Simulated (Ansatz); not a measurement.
# MnNi3: the cost of one run

Program: Ansatz 0.2.0 through its Python package. Level of theory: DFT PBEsol, plane waves, PAW. These are calculated values, not measurements.

### Step 1. The structure

It takes space group Pm-3m (No. 221, cubic). The conventional cell has a = 3.593 Å, b = 3.593 Å, c = 3.593 Å, α = 90.00°, β = 90.00°, γ = 90.00°. Around Mn (site symmetry m-3m) lie 12 Ni at 2.54 Å. Ni (site symmetry 4/mmm) is surrounded by 4 Mn at 2.54 Å and 8 Ni at 2.54 Å.

The script reads mnni3.extxyz:

```xyz
4
Lattice="3.593 0.0 0.0 0.0 3.593 0.0 0.0 0.0 3.593" Properties=species:S:1:pos:R:3:initial_magmoms:R:1 pbc="T T T"
Mn    0.00000000    0.00000000    0.00000000  5.20
Ni    0.00000000    1.79650000    1.79650000  2.00
Ni    1.79650000    0.00000000    1.79650000  2.00
Ni    1.79650000    1.79650000    0.00000000  2.00
```

### Step 2. The script

compress_mnni3.py

```python
"""Cell of MnNi3 under pressure."""

import argparse
import logging
import sys

import ansatz as az
import numpy as np
import pandas as pd

logging.basicConfig(stream=sys.stdout, format="%(levelname)s:%(name)s:%(message)s")
log = logging.getLogger("ansatz_job")
log.setLevel(logging.INFO)

parser = argparse.ArgumentParser(description="Cell of MnNi3 under pressure.")
parser.add_argument("--ecut", type=float, required=True, help="plane-wave cutoff (eV)")
parser.add_argument("--filling", required=True, help="how the bands are filled")
args = parser.parse_args()

def edges_and_angles(cell):
    cell = np.asarray(cell)
    a, b, c = np.linalg.norm(cell, axis=1)
    cosines = cell[1] @ cell[2] / (b * c), cell[0] @ cell[2] / (a * c), cell[0] @ cell[1] / (a * b)
    return (a, b, c, *np.degrees(np.arccos(cosines)))

xtal = az.Crystal.from_extxyz("mnni3.extxyz")

calc = (
    xtal.calculation()
    .functional(az.Functional.PBESOL)
    .basis(args.ecut)
    .kpoints(7)
    .occupations(args.filling)
    .spin(az.SpinTreatment.COLLINEAR)
)

# H = F + PV, with 1 GPa A^3 = 1/160.21766 eV
rows = []
for pressure in [0, 2, 4, 6, 8]:
    result = calc.relax(cell=True, pressure=pressure, max_steps=100).run()
    cell = result.lattice.cell_ang
    n_atoms = len(result.lattice.sites)
    volume = abs(np.linalg.det(cell)) / n_atoms
    enthalpy = result.report["free_energy_ev"] / n_atoms + pressure * volume / 160.21766
    rows.append((pressure, volume, enthalpy, *edges_and_angles(cell)))
    log.info(f"{pressure} GPa done: {volume:.4f} A^3/atom")

table = pd.DataFrame(rows, columns=["P_GPa", "V_A3_atom", "H_eV_atom", "a", "b", "c", "alpha", "beta", "gamma"])
print(table.round(4).to_string(index=False))
p, v = np.array([row[0] for row in rows], float), np.array([row[1] for row in rows])
print("mean bulk modulus between rows (GPa):", np.round(-np.diff(p) / np.diff(np.log(v)), 1))
```

### Step 3. What the engine is handed

The package turns the script's settings into the engine's input (first run):

```yaml
crystal:
  lattice:
    - [3.593, 0.0, 0.0]
    - [0.0, 3.593, 0.0]
    - [0.0, 0.0, 3.593]
  atoms:
    - { symbol: Mn, position: [0.0, 0.0, 0.0], spin: 5.2 }
    - { symbol: Ni, position: [0.0, 0.5, 0.5], spin: 2.0 }
    - { symbol: Ni, position: [0.5, 0.0, 0.5], spin: 2.0 }
    - { symbol: Ni, position: [0.5, 0.5, 0.0], spin: 2.0 }
basis:
  ecutwfc: 510.0
kpoints:
  mp_grid:
    grid: [7, 7, 7]
hamiltonian:
  xc: pbesol
magnetization:
  spin_polarized: true
scf:
  occupations:
    method: fermi_dirac
relax:
  max_steps: 100
  cell:
    p_target: 0.0
```

### Step 4. Launch

Command:

```bash
$ python compress_mnni3.py --ecut 510.0 --filling Fermi-Dirac
```

**Question.** How long does this script take on 1 thread of Arm Neoverse V1, shared host, and how much memory does it need?

About 5.6 min, with a peak of 0.55 GiB.
